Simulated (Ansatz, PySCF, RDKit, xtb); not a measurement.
# Isomers of C5H4FNO, a sample narrowed down

A sample of isomers of C5H4FNO is drawn. Aim: find which of them has the lowest free energy at 298.15 K, then its properties. The sample is small against all isomers, and the most stable one of this formula need not be in it.

The funnel: GFN2-xTB relaxations, single points with a density functional, relaxations at r2SCAN-D4/def2-SVP, harmonic vibrations (at GFN2-xTB), and a last energy at a higher level. All values are calculated.

## (1) Possible bonding patterns

Isomers were taken from a list of plausible structures; this is a sample, not all of them. That gives 7 candidates.

```csv
label,SMILES,spin
c301,O=Cc1cc(F)c[nH]1,singlet
c333,O=Cc1ccc(F)[nH]1,singlet
c374,O=Cc1[nH]ccc1F,singlet
c429,O=Cc1cc[nH]c1F,singlet
c446,O=Cn1cccc1F,singlet
c699,O=Cc1c[nH]c(F)c1,singlet
c998,O=Cn1ccc(F)c1,singlet
```

Candidates are built by distance geometry, with a force field where one applies, in up to four conformers (letters a to d).

## (2) Cheap relaxation of all starts

All 12 starts are relaxed the same way. One of them, c374a (taken from a list of positional isomers, embedded by distance geometry and MMFF94), in full:

The input, start.xyz:

```xyz
12
c374a
C     -0.791482     0.293278    -1.014498
C     -0.266938     0.114823     0.339596
C     -0.228559    -0.240315     2.530231
C      1.014220     0.067311     2.209519
C      0.971314     0.386627     0.801362
F      2.085555     0.742770     0.082625
N     -1.012219    -0.256183     1.410236
O     -1.948242     0.058666    -1.347484
H     -0.024864     0.595747    -1.733313
H     -2.001375    -0.442860     1.346155
H     -0.727109    -0.562360     3.491293
H      1.837935     0.183160     2.865369
```

On the command line:

```console
$ xtb start.xyz --gfn 2 --opt
```

Standard output, shortened:

```text
* xtb version 6.7.1
[...]
          :  # basis functions                  36          :
[...]
          :  # electrons                        42          :
[...]
          :  Hamiltonian                  GFN2-xTB          :
[...]
          :  net charge                          0          :
          :  unpaired electrons                  0          :
[...]
   *** convergence criteria satisfied after 12 iterations ***
[...]
   *** GEOMETRY OPTIMIZATION CONVERGED AFTER 8 ITERATIONS ***
[...]
   *** convergence criteria satisfied after 3 iterations ***
[...]
         ::                     SUMMARY                     ::
         :::::::::::::::::::::::::::::::::::::::::::::::::::::
         :: total energy             -24.443099696470 Eh    ::
         :: gradient norm              0.000424286962 Eh/a0 ::
         :: HOMO-LUMO gap              3.214923764228 eV    ::
         ::.................................................::
         :: SCC energy               -24.734489698947 Eh    ::
         :: -> isotropic ES            0.037759547608 Eh    ::
         :: -> anisotropic ES          0.000873324749 Eh    ::
         :: -> anisotropic XC          0.002649189314 Eh    ::
         :: -> dispersion             -0.008382955003 Eh    ::
         :: repulsion energy           0.291390002477 Eh    ::
         :: add. restraining           0.000000000000 Eh    ::
         :: total charge               0.000000000000 e     ::
         :::::::::::::::::::::::::::::::::::::::::::::::::::::
[...]
        21        2.0000           -0.4084977             -11.1158 (HOMO)
        22                         -0.2903514              -7.9009 (LUMO)
[...]
          | TOTAL ENERGY              -24.443099696470 Eh   |
          | GRADIENT NORM               0.000424286962 Eh/α |
          | HOMO-LUMO GAP               3.214923764228 eV   |
           -------------------------------------------------
[...]
```

Run time: 0.071 s. Hardware: 2 threads of Arm Neoverse V1, shared host.

## (3) Distinct minima at GFN2-xTB

12 of the 12 relaxations converged. 12 distinct structures remain:

| label | start | SMILES after | spin | energy (kcal/mol) |
| --- | --- | --- | --- | --- |
| c998a | drawn | O=Cn1ccc(F)c1 | singlet | 0.0 |
| c446a | drawn | O=Cn1cccc1F | singlet | 0.1 |
| c998b | drawn | O=Cn1ccc(F)c1 | singlet | 0.1 |
| c446b | drawn | O=Cn1cccc1F | singlet | 2.5 |
| c333a | drawn | O=Cc1ccc(F)[nH]1 | singlet | 4.7 |
| c374a | drawn | O=Cc1[nH]ccc1F | singlet | 5.5 |
| c301a | drawn | O=Cc1cc(F)c[nH]1 | singlet | 6.0 |
| c333b | drawn | O=Cc1ccc(F)[nH]1 | singlet | 7.0 |
| c429a | drawn | O=Cc1cc[nH]c1F | singlet | 8.5 |
| c301b | drawn | O=Cc1cc(F)c[nH]1 | singlet | 8.6 |
| c699a | drawn | O=Cc1c[nH]c(F)c1 | singlet | 8.6 |
| c374b | drawn | O=Cc1[nH]ccc1F | singlet | 9.5 |

## (4) Single points on the low minima

A choice of the minima (the low ones first, few conformers of a pattern, up to a cap) and the lowest that fell apart get a single point at r2SCAN-D4/def2-SVP on the tight-binding geometry, and one at HF/STO-3G for comparison. Some singlets are also tried as triplets at the same geometry (label ending in t). The first, c998a:

The input, input.yaml:

```yaml
crystal:
  periodic: [false, false, false]
  atoms:
    - symbol: C
      position_ang: [-0.444650, 2.519523, -1.523856]
    - symbol: C
      position_ang: [0.918363, 0.911798, -0.281807]
    - symbol: C
      position_ang: [0.692386, -0.080216, 0.616258]
    - symbol: C
      position_ang: [-0.714800, -0.114659, 0.819807]
    - symbol: C
      position_ang: [-1.298099, 0.842527, 0.051438]
    - symbol: F
      position_ang: [-1.349472, -0.957952, 1.637637]
    - symbol: "N"
      position_ang: [-0.286398, 1.481793, -0.634352]
    - symbol: O
      position_ang: [0.451892, 3.057735, -2.105859]
    - symbol: H
      position_ang: [-1.506679, 2.798941, -1.637940]
    - symbol: H
      position_ang: [1.828610, 1.276034, -0.713465]
    - symbol: H
      position_ang: [1.413022, -0.717132, 1.086480]
    - symbol: H
      position_ang: [-2.326717, 1.116226, -0.063164]
basis:
  gaussian:
    orbitals: def2-SVP
hamiltonian:
  xc: r2scan
  dispersion: d4
output: {orbitals: {seedname: orbitals}}
scf:
  lower_state_search: "off"
```

On the command line:

```console
$ ansatz run input.yaml --threads 2 --pin off --max-ram 5220MiB --events-out events.jsonl --progress --plain --runs-dir runs
```

Standard output, shortened:

```text
Warning: RAYON_NUM_THREADS=2 ignored (pool sized by the plan → 2); use --threads N
Functional definition: r2SCAN
  name "r2SCAN"
[...]
1485 factors; their error is unknown
[...]
mean field -11488.62963567 eV, -422.1993518381 hartree, gradient 7.5e-6 eV, S^2 0.000000; 0 other end points of the search recorded, 0 dependent functions left out
reference -11488.62964360 eV, -422.1993521294 hartree; 29, 29 occupied and 103, 103 virtual orbitals, 1485 factors
Total energy: -11488.70736082 eV, -422.2022081845 hartree
Checks for a lower state left out: stability, starts, cluster_reference, orbital_swaps, neighbouring_geometries, increment
```

Run time: 3.3 s. Hardware: 2 threads of Arm Neoverse V1, shared host; peak memory 0.16 GiB.

Relative energies in kcal/mol, each column from its lowest structure that stays in one piece:

```csv
label,SMILES,spin,GFN2-xTB,HF/STO-3G,r2SCAN-D4/def2-SVP
c333a,O=Cc1ccc(F)[nH]1,singlet,4.7,3.0,0.0
c374a,O=Cc1[nH]ccc1F,singlet,5.5,4.2,1.5
c301a,O=Cc1cc(F)c[nH]1,singlet,6.0,5.5,2.3
c333b,O=Cc1ccc(F)[nH]1,singlet,7.0,4.6,4.0
c998b,O=Cn1ccc(F)c1,singlet,0.1,1.8,4.4
c998a,O=Cn1ccc(F)c1,singlet,0.0,1.7,4.7
c446a,O=Cn1cccc1F,singlet,0.1,0.0,5.0
c699a,O=Cc1c[nH]c(F)c1,singlet,8.6,4.6,5.5
c429a,O=Cc1cc[nH]c1F,singlet,8.5,3.8,5.6
c301b,O=Cc1cc(F)c[nH]1,singlet,8.6,7.1,5.9
c374b,O=Cc1[nH]ccc1F,singlet,9.5,6.4,6.2
c446b,O=Cn1cccc1F,singlet,2.5,1.1,7.4
c333at,O=Cc1ccc(F)[nH]1,triplet,–,–,73.6
c301at,O=Cc1cc(F)c[nH]1,triplet,–,–,75.0
c374at,O=Cc1[nH]ccc1F,triplet,–,–,76.2
```

## (5) Third filter: density-functional geometries

6 candidates are relaxed at r2SCAN-D4/def2-SVP (chosen among the lowest in one piece, one conformer a pattern). The first, c333a:

The input, input.yaml:

```yaml
crystal:
  periodic: [false, false, false]
  atoms:
    - {symbol: C, position_ang: [-1.485553, 0.734611, -1.843977]}
    - {symbol: C, position_ang: [-0.435043, 0.776743, -0.862417]}
    - {symbol: C, position_ang: [0.749865, 0.062444, -0.757624]}
    - {symbol: C, position_ang: [1.413886, 0.494825, 0.395725]}
    - {symbol: C, position_ang: [0.606881, 1.459703, 0.952991]}
    - {symbol: F, position_ang: [0.786023, 2.179294, 2.056683]}
    - {symbol: N, position_ang: [-0.496117, 1.634080, 0.210959]}
    - {symbol: O, position_ang: [-2.481026, 1.424654, -1.813936]}
    - {symbol: H, position_ang: [-1.310878, 0.001637, -2.652622]}
    - {symbol: H, position_ang: [1.092302, -0.687416, -1.441714]}
    - {symbol: H, position_ang: [2.354125, 0.155046, 0.777569]}
    - {symbol: H, position_ang: [-1.256902, 2.274088, 0.381171]}
basis:
  gaussian: {orbitals: def2-SVP}
hamiltonian: {xc: r2scan, dispersion: d4}
relax: {f_tol: 0.006}
scf: {lower_state_search: off}
```

On the command line:

```console
$ ansatz run input.yaml --threads 2 --pin off --max-ram 5220MiB --events-out events.jsonl --progress --plain --runs-dir runs
```

Standard output, shortened:

```text
Warning: RAYON_NUM_THREADS=2 ignored (pool sized by the plan → 2); use --threads N
[...]
[... 2 set-up lines as earlier in the session ...]
[...]
1485 factors; their error is unknown
[...]
mean field -11488.83445629 eV, -422.2068788572 hartree, gradient 2.8e-6 eV, S^2 0.000000; 0 other end points of the search recorded, 0 dependent functions left out
[...]
reference -11488.83446439 eV, -422.2068791546 hartree; 29, 29 occupied and 103, 103 virtual orbitals, 1485 factors
[...]
Atom 8 at    -1.356874     0.010715    -2.683267 Å, force    -0.001188     0.000333     0.001091 eV/Å
Atom 9 at     1.115525    -0.715278    -1.454081 Å, force     0.001765     0.002574    -0.001498 eV/Å
Atom 10 at     2.386376     0.166255     0.816596 Å, force    -0.001188    -0.001421     0.001711 eV/Å
Atom 11 at    -1.278513     2.264136     0.350630 Å, force    -0.000433     0.000751     0.000475 eV/Å
Dipole moment:     0.400138    -0.135353     0.175244 e Å
Checks for a lower state left out: stability, starts, cluster_reference, orbital_swaps, neighbouring_geometries, increment
```

It took 35 s on 2 threads of Arm Neoverse V1, shared host; peak memory 0.17 GiB.

Energy change by step (eV): 0.0000, -0.0405, -0.0456, -0.0447, -0.0464, -0.0468, -0.0467, -0.0468.

After the run. Bond lengths: C1–C2 1.443 Å, C2–C3 1.397 Å, C3–C4 1.415 Å, C4–C5 1.389 Å, C5–F6 1.319 Å, C2–N7 1.385 Å, C5–N7 1.348 Å, C1–O8 1.222 Å, C1–H9 1.120 Å, C3–H10 1.090 Å, C4–H11 1.088 Å, N7–H12 1.016 Å. Some angles: C1–C2–C3 133.1°, C1–C2–N7 119.5°, C3–C2–N7 107.4°, C2–C1–O8 123.0°, C2–C3–C4 108.1°, C3–C4–C5 105.5°, C4–C5–F6 129.5°, C4–C5–N7 110.6°, F6–C5–N7 120.0°, C2–N7–C5 108.5°.

## (6) The relaxed candidates

| label | spin | r2SCAN-D4/def2-SVP (kcal/mol) | r2SCAN-D4/def2-SVP, relaxed (kcal/mol) | time |
| --- | --- | --- | --- | --- |
| c333a | singlet | 0.0 | 0.0 | 35 s |
| c374a | singlet | 1.5 | 1.6 | 26 s |
| c301a | singlet | 2.3 | 2.4 | 31 s |
| c998b | singlet | 4.4 | 4.1 | 32 s |
| c446a | singlet | 5.0 | 4.7 | 23 s |
| c699a | singlet | 5.5 | 5.5 | 27 s |

c333a: Bond lengths: C1–C2 1.443 Å, C2–C3 1.397 Å, C3–C4 1.415 Å, C4–C5 1.389 Å, C5–F6 1.319 Å, C2–N7 1.385 Å, C5–N7 1.348 Å, C1–O8 1.222 Å, C1–H9 1.120 Å, C3–H10 1.090 Å, C4–H11 1.088 Å, N7–H12 1.016 Å. Some angles: C1–C2–C3 133.1°, C1–C2–N7 119.5°, C3–C2–N7 107.4°, C2–C1–O8 123.0°, C2–C3–C4 108.1°, C3–C4–C5 105.5°, C4–C5–F6 129.5°, C4–C5–N7 110.6°, F6–C5–N7 120.0°, C2–N7–C5 108.5°.

c374a: Bond lengths: C1–C2 1.443 Å, C3–C4 1.396 Å, C2–C5 1.400 Å, C4–C5 1.406 Å, C5–F6 1.327 Å, C2–N7 1.379 Å, C3–N7 1.354 Å, C1–O8 1.222 Å, C1–H9 1.119 Å, N7–H10 1.016 Å, C3–H11 1.089 Å, C4–H12 1.088 Å. Some angles: C1–C2–C5 133.4°, C1–C2–N7 121.0°, C5–C2–N7 105.6°, C2–C1–O8 122.7°, C3–C4–C5 105.6°, C4–C3–N7 108.9°, C2–C5–C4 109.4°, C2–C5–F6 124.4°, C4–C5–F6 126.1°, C2–N7–C3 110.5°.

c301a: Bond lengths: C1–C2 1.449 Å, C2–C3 1.401 Å, C3–C4 1.405 Å, C4–C5 1.395 Å, C4–F6 1.330 Å, C2–N7 1.372 Å, C5–N7 1.360 Å, C1–O8 1.221 Å, C1–H9 1.120 Å, C3–H10 1.089 Å, C5–H11 1.088 Å, N7–H12 1.016 Å. Some angles: C1–C2–C3 132.5°, C1–C2–N7 119.4°, C3–C2–N7 108.1°, C2–C1–O8 122.8°, C2–C3–C4 105.6°, C3–C4–C5 109.4°, C3–C4–F6 126.1°, C5–C4–F6 124.5°, C4–C5–N7 106.4°, C2–N7–C5 110.5°.

c998b: Bond lengths: C2–C3 1.373 Å, C3–C4 1.431 Å, C4–C5 1.372 Å, C4–F6 1.327 Å, C1–N7 1.395 Å, C2–N7 1.389 Å, C5–N7 1.390 Å, C1–O8 1.203 Å, C1–H9 1.116 Å, C2–H10 1.089 Å, C3–H11 1.088 Å, C5–H12 1.086 Å. Some angles: C2–C3–C4 106.0°, C3–C2–N7 108.2°, C3–C4–C5 110.0°, C3–C4–F6 124.4°, C5–C4–F6 125.6°, C4–C5–N7 105.7°, C1–N7–C2 124.9°, C1–N7–C5 125.0°, C2–N7–C5 110.1°, N7–C1–O8 123.8°.

## (7) Vibrations and thermal terms

The lowest few go on as finalists. In this search the thermal terms come from GFN2-xTB at its own nearest minimum. The first, c333a:

The input, start.xyz:

```xyz
12
c333a
C     -1.496151     0.741001    -1.845077
C     -0.427350     0.760254    -0.875095
C      0.768965     0.048305    -0.758250
C      1.432354     0.493471     0.409144
C      0.604824     1.465068     0.957813
F      0.767841     2.185839     2.049843
N     -0.499562     1.628388     0.201578
O     -2.479872     1.461555    -1.767027
H     -1.356874     0.010715    -2.683267
H      1.115525    -0.715278    -1.454081
H      2.386376     0.166255     0.816596
H     -1.278513     2.264136     0.350630
```

On the command line:

```console
$ xtb start.xyz --gfn 2 --ohess tight
```

Standard output, shortened:

```text
[...]
         ::                     SUMMARY                     ::
         :::::::::::::::::::::::::::::::::::::::::::::::::::::
         :: total energy             -24.444288901845 Eh    ::
         :: gradient norm              0.000118549770 Eh/a0 ::
         :: HOMO-LUMO gap              3.221493554596 eV    ::
         ::.................................................::
         :: SCC energy               -24.737010615488 Eh    ::
         :: -> isotropic ES            0.037920640647 Eh    ::
         :: -> anisotropic ES          0.001358909530 Eh    ::
         :: -> anisotropic XC          0.002499048501 Eh    ::
         :: -> dispersion             -0.008333101476 Eh    ::
         :: repulsion energy           0.292721713643 Eh    ::
         :: add. restraining           0.000000000000 Eh    ::
         :: total charge              -0.000000000000 e     ::
         :::::::::::::::::::::::::::::::::::::::::::::::::::::
[...]
          | TOTAL ENERGY              -24.444288901846 Eh   |
          | TOTAL ENTHALPY            -24.355217664506 Eh   |
          | TOTAL FREE ENERGY         -24.393955603860 Eh   |
          | GRADIENT NORM               0.000118577670 Eh/α |
[...]
```

Run time: 0.25 s. Hardware: 2 threads of Arm Neoverse V1, shared host.

## (8) Thermal terms of the finalists

As xtb prints them, at 298.15 K, with its own treatment of low modes:

| label | SMILES | spin | lowest mode (cm⁻¹) | zero-point (kcal/mol) | G − E (kcal/mol) |
| --- | --- | --- | --- | --- | --- |
| c333a | O=Cc1ccc(F)[nH]1 | singlet | 135 | 51.1 | 31.6 |
| c374a | O=Cc1[nH]ccc1F | singlet | 138 | 51.2 | 31.7 |
| c301a | O=Cc1cc(F)c[nH]1 | singlet | 109 | 51.1 | 31.6 |
| c998b | O=Cn1ccc(F)c1 | singlet | 127 | 51.0 | 31.6 |
| c446a | O=Cn1cccc1F | singlet | 132 | 51.1 | 31.7 |
| c699a | O=Cc1c[nH]c(F)c1 | singlet | 120 | 50.9 | 31.3 |

## (9) Last filter: a higher level

Single points at CCSD(T)/def2-SVP + MP2/def2-TZVPP - MP2/def2-SVP on the refined geometries decide the order.

c333a, CCSD(T)/def2-SVP:

The input, input.yaml:

```yaml
crystal:
  periodic: [false, false, false]
  atoms:
    - {symbol: C, position_ang: [-1.496151, 0.741001, -1.845077]}
    - {symbol: C, position_ang: [-0.427350, 0.760254, -0.875095]}
    - {symbol: C, position_ang: [0.768965, 0.048305, -0.758250]}
    - {symbol: C, position_ang: [1.432354, 0.493471, 0.409144]}
    - {symbol: C, position_ang: [0.604824, 1.465068, 0.957813]}
    - {symbol: F, position_ang: [0.767841, 2.185839, 2.049843]}
    - {symbol: N, position_ang: [-0.499562, 1.628388, 0.201578]}
    - {symbol: O, position_ang: [-2.479872, 1.461555, -1.767027]}
    - {symbol: H, position_ang: [-1.356874, 0.010715, -2.683267]}
    - {symbol: H, position_ang: [1.115525, -0.715278, -1.454081]}
    - {symbol: H, position_ang: [2.386376, 0.166255, 0.816596]}
    - {symbol: H, position_ang: [-1.278513, 2.264136, 0.350630]}
basis:
  gaussian:
    orbitals: def2-SVP
correlation:
  method: ccsd_t
  frozen_orbitals: {O: 1, "N": 1, C: 1, F: 1, H: 0}
```

On the command line:

```console
$ ansatz run input.yaml --threads 2 --pin off --max-ram 5220MiB --events-out events.jsonl --progress --plain --runs-dir runs
```

Standard output, shortened:

```text
Warning: RAYON_NUM_THREADS=2 ignored (pool sized by the plan → 2); use --threads N
Functional definition: HF
  name "HF"
[...]
1339 factors; integrals over basis functions are off by at most 1.1e-3 eV
[...]
mean field -11430.71173596 eV, -420.0709082818 hartree, gradient 4.5e-6 eV, S^2 0.000000; 0 other end points of the search recorded, 0 dependent functions left out; unrestricted orbitals would lower it
8 core orbitals not correlated: weight in the atoms' cores, before any rotation towards them, 1.000 or more for the frozen orbitals, at most 0.000 for the correlated occupied ones
reference -11430.71173596 eV, -420.0709082818 hartree; 21, 21 occupied and 103, 103 virtual orbitals, 1339 factors
second order -31.86308673 eV of doubles, -0.00000000 eV of singles
cycle   1  -31.58116593 eV  change    2.8e-1 eV  update   1.5e-1
[...]
cycle  11  -32.64313071 eV  change    4.4e-5 eV  update   1.6e-5
perturbative correction -1.23480679 eV, -0.0453783127 hartree
Total energy: -11464.58967347 eV, -421.3158995219 hartree
```

Wall time 62 s (2 threads of Arm Neoverse V1, shared host); peak memory 1 GiB.

## (10) c333a at MP2/def2-TZVPP

The input, input.yaml:

```yaml
crystal:
  periodic: [false, false, false]
  atoms:
    - symbol: C
      position_ang: [-1.496151, 0.741001, -1.845077]
    - symbol: C
      position_ang: [-0.427350, 0.760254, -0.875095]
    - symbol: C
      position_ang: [0.768965, 0.048305, -0.758250]
    - symbol: C
      position_ang: [1.432354, 0.493471, 0.409144]
    - symbol: C
      position_ang: [0.604824, 1.465068, 0.957813]
    - symbol: F
      position_ang: [0.767841, 2.185839, 2.049843]
    - symbol: "N"
      position_ang: [-0.499562, 1.628388, 0.201578]
    - symbol: O
      position_ang: [-2.479872, 1.461555, -1.767027]
    - symbol: H
      position_ang: [-1.356874, 0.010715, -2.683267]
    - symbol: H
      position_ang: [1.115525, -0.715278, -1.454081]
    - symbol: H
      position_ang: [2.386376, 0.166255, 0.816596]
    - symbol: H
      position_ang: [-1.278513, 2.264136, 0.350630]
basis:
  gaussian: {orbitals: def2-TZVPP}
magnetization: {spin_polarized: false, initial_magnetization: 0}
correlation: {method: mp2, frozen_orbitals: {O: 1, "N": 1, C: 1, F: 1, H: 0}}
```

On the command line:

```console
$ ansatz run input.yaml --threads 2 --pin off --max-ram 5220MiB --events-out events.jsonl --progress --plain --runs-dir runs
```

Standard output, shortened:

```text
Warning: RAYON_NUM_THREADS=2 ignored (pool sized by the plan → 2); use --threads N
[... 2 set-up lines as earlier in the session ...]
[...]
1910 factors; integrals over basis functions are off by at most 8.9e-4 eV
[...]
mean field -11444.03042286 eV, -420.5603609978 hartree, gradient 1.6e-6 eV, S^2 0.000000; 0 other end points of the search recorded, 0 dependent functions left out; unrestricted orbitals would lower it
8 core orbitals not correlated: weight in the atoms' cores, before any rotation towards them, 1.000 or more for the frozen orbitals, at most 0.000 for the correlated occupied ones
reference -11444.03042286 eV, -420.5603609978 hartree; 21, 21 occupied and 275, 275 virtual orbitals, 1910 factors
second order -39.67201388 eV of doubles, -0.00000000 eV of singles
Total energy: -11483.70243674 eV, -422.0182806171 hartree
```

Run time: 18 s. Hardware: 2 threads of Arm Neoverse V1, shared host; peak memory 0.97 GiB.

## (11) c374a at CCSD(T)/def2-SVP

The input, input.yaml:

```yaml
crystal:
  periodic: [false, false, false]
  atoms:
    - {symbol: C, position_ang: [-0.801867, 0.272488, -1.010357]}
    - {symbol: C, position_ang: [-0.239782, 0.156321, 0.313994]}
    - {symbol: C, position_ang: [-0.280803, -0.269476, 2.519582]}
    - {symbol: C, position_ang: [1.031869, 0.099653, 2.218560]}
    - {symbol: C, position_ang: [1.042275, 0.362740, 0.837203]}
    - {symbol: F, position_ang: [2.091478, 0.747395, 0.122203]}
    - {symbol: N, position_ang: [-1.018675, -0.231015, 1.384577]}
    - {symbol: O, position_ang: [-1.976880, 0.038146, -1.251174]}
    - {symbol: H, position_ang: [-0.083369, 0.593693, -1.805301]}
    - {symbol: H, position_ang: [-2.004951, -0.443865, 1.268204]}
    - {symbol: H, position_ang: [-0.720531, -0.554025, 3.474278]}
    - {symbol: H, position_ang: [1.869473, 0.168609, 2.909322]}
basis:
  gaussian: {orbitals: def2-SVP}
correlation: {method: ccsd_t, frozen_orbitals: {O: 1, "N": 1, C: 1, F: 1, H: 0}}
```

On the command line:

```console
$ ansatz run input.yaml --threads 2 --pin off --max-ram 5220MiB --events-out events.jsonl --progress --plain --runs-dir runs
```

Standard output, shortened:

```text
Warning: RAYON_NUM_THREADS=2 ignored (pool sized by the plan → 2); use --threads N
[... 2 set-up lines as earlier in the session ...]
[...]
1340 factors; integrals over basis functions are off by at most 1.2e-3 eV
[...]
mean field -11430.63772228 eV, -420.0681883291 hartree, gradient 4.2e-6 eV, S^2 0.000000; 0 other end points of the search recorded, 0 dependent functions left out; unrestricted orbitals would lower it
8 core orbitals not correlated: weight in the atoms' cores, before any rotation towards them, 1.000 or more for the frozen orbitals, at most 0.000 for the correlated occupied ones
reference -11430.63772228 eV, -420.0681883291 hartree; 21, 21 occupied and 103, 103 virtual orbitals, 1340 factors
second order -31.88018241 eV of doubles, -0.00000000 eV of singles
cycle   1  -31.59813335 eV  change    2.8e-1 eV  update   1.5e-1
[...]
cycle  11  -32.66711508 eV  change    3.1e-5 eV  update   1.2e-5
perturbative correction -1.23670045 eV, -0.0454479032 hartree
Total energy: -11464.54153780 eV, -421.3141305688 hartree
```

Wall time 62 s (2 threads of Arm Neoverse V1, shared host); peak memory 1 GiB.

For c333a, c374a, c301a, c998b, c446a the log finds that unrestricted Hartree-Fock orbitals lie lower, a sign to watch the closed-shell reference there.

[end of part 1 of 2]
